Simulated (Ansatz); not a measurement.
# MoTe2: the cost of one run

Method: DFT r²SCAN+U (U_eff = 4 eV on Mo d), plane waves, PAW, in Ansatz 0.2.0.

**1. The starting structure**

It takes space group P6_3/mmc (No. 194, hexagonal). The conventional cell has a = 3.518 Å, b = 3.518 Å, c = 13.974 Å, α = 90.00°, β = 90.00°, γ = 120.00°. Around Te (site symmetry 3m) lie 3 Mo at 2.72 Å. Mo (site symmetry -6m2) has 6 Te at 2.72 Å in its first shell of neighbours.

As a file:

```cif
data_structure
_symmetry_space_group_name_H-M 'P 1'
_symmetry_Int_Tables_number 1
_cell_length_a 3.5182
_cell_length_b 3.5182
_cell_length_c 13.9736
_cell_angle_alpha 90.000
_cell_angle_beta 90.000
_cell_angle_gamma 120.000
_cell_volume 149.79
loop_
_atom_site_label
_atom_site_type_symbol
_atom_site_fract_x
_atom_site_fract_y
_atom_site_fract_z
_atom_site_occupancy
Te1 Te 0.33333 0.66667 0.62100 1
Te2 Te 0.66667 0.33333 0.12100 1
Te3 Te 0.33333 0.66667 0.87900 1
Te4 Te 0.66667 0.33333 0.37900 1
Mo1 Mo 0.33333 0.66667 0.25000 1
Mo2 Mo 0.66667 0.33333 0.75000 1
```

Magnetic order typed: ferromagnetic.

**2. From atoms, symmetry kept, no search**

The input, input.yaml:

```yaml
crystal:
  lattice:
    - [3.51819974, 0.0, 0.0]
    - [-1.75909987, 3.04685035, 0.0]
    - [0.0, 0.0, 13.97359995]
  atoms:
    - { symbol: Te, position: [0.3333333333, 0.6666666667, 0.621] }
    - { symbol: Te, position: [0.6666666667, 0.3333333333, 0.121] }
    - { symbol: Te, position: [0.3333333333, 0.6666666667, 0.879] }
    - { symbol: Te, position: [0.6666666667, 0.3333333333, 0.379] }
    - { symbol: Mo, position: [0.3333333333, 0.6666666667, 0.25], spin: 2.0 }
    - { symbol: Mo, position: [0.6666666667, 0.3333333333, 0.75], spin: 2.0 }
basis:
  ecutwfc: 500
  ecutrho_ratio: 4
kpoints:
  mp_grid: { grid: [6, 6, 2] }
hamiltonian:
  xc: r2scan
  hubbard:
    sites: [{ site: 4, l: d, u_eff: 4.0 }, { site: 5, l: d, u_eff: 4.0 }]
scf:
  occupations: { method: gaussian, width: 0.05 }
  lower_state_search: "off"
  max_iter: 150
output:
  forces: true
  stress: true
  eigenvalues: true
  populations: true
  hubbard: { sites: [{ site: 4, l: d }, { site: 5, l: d }] }
magnetization:
  spin_polarized: true
```

Launch:

```console
> ansatz run input.yaml --threads 8 --pin off --max-ram 12288MiB --backend cpu --events-out ev --progress --plain --runs-dir out
```

What time and memory should one allow on 8 threads of Arm Neoverse V1, shared host?

About 10 s, with a peak of 1.3 GiB.
